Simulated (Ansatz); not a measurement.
AlB2H7OSi, SMILES B[SiH2][B](O)[AlH2]: vertical energies of changing the electron count, run with the Python package of Ansatz (0.2.0).

The script, `run_ip.py`:
```python
"""Vertical ionisation energy and electron affinity of AlB2H7OSi."""

import ansatz as az

BASIS = "def2-SVPD"
FUNCTIONAL = "hf"


def single_point(molecule, charge=0, unpaired=0):
    calc = (
        molecule.calculation()
        .basis(gaussian=BASIS)
        .functional(FUNCTIONAL)
        .scf(lower_state_search="standard")
    )
    if charge:
        calc = calc.charge(charge)
    if unpaired:
        calc = calc.spin("collinear", total=unpaired)
    return calc.run(threads=1, pin="off").report["free_energy_ev"]

mol = (
    az.Crystal.molecule()
    .atom("B", (-1.6451, 1.0798, 0.742))
    .atom("Si", (-0.0753, 0.2396, 1.3229))
    .atom("B", (0.9728, -0.2339, -0.2311))
    .atom("O", (2.4216, 0.329, -0.3747))
    .atom("Al", (0.2619, -1.5564, -1.6434))
    .atom("H", (-1.9223, 2.2477, 1.0699))
    .atom("H", (-2.4148, 0.5618, 0.0158))
    .atom("H", (0.7293, 1.1711, 2.1828))
    .atom("H", (-0.4155, -0.9571, 2.1145))
    .atom("H", (2.2182, 1.1551, -0.8631))
    .atom("H", (-1.2193, -2.1487, -1.427))
    .atom("H", (1.1656, -1.9433, -2.8746))
)

# total-energy differences at one geometry
parent = single_point(mol, 0, 0)
cation = single_point(mol, 1, 1)
print(f"E(N)   = {parent:.5f} eV")
print(f"E(N-1) = {cation:.5f} eV  (1 unpaired)")
print(f"vertical ionisation energy {cation - parent:.3f} eV")
anion = single_point(mol, -1, 1)
print(f"E(N+1) = {anion:.5f} eV  (1 unpaired)")
print(f"vertical electron affinity {parent - anion:.3f} eV" + ("" if anion < parent else " (unbound in this basis)"))
print(f"fundamental gap IP - EA = {cation + anion - 2 * parent:.3f} eV")
```

What does it cost to change the electron count at this fixed geometry?

At this unrelaxed geometry removing an electron costs 8.18 eV and adding one releases 0.98 eV.

What the script printed:

```console
$ python run_ip.py
E(N)   = -17926.86295 eV
E(N-1) = -17918.68688 eV  (1 unpaired)
vertical ionisation energy 8.176 eV
E(N+1) = -17927.84532 eV  (1 unpaired)
vertical electron affinity 0.982 eV
fundamental gap IP - EA = 7.194 eV
```

What to keep in mind:
- These settings explore the input space; basis and method may be short of convergence.
- The geometry is a force-field or estimated start, not a minimum of this method, and the basis set is short of its limit. All parts are taken at fixed geometry, without zero-point energy. At an unrelaxed start these energies can be a whole eV from those at the minimum, and a small affinity can change sign.
- Hartree-Fock leaves correlation out, so bond, atomisation and ionisation energies come out well too low.
- It ran for 34 s on 1 thread of Intel(R) Xeon(R) Processor @ 2.30GHz (shared host), peak memory 0.58 GiB.
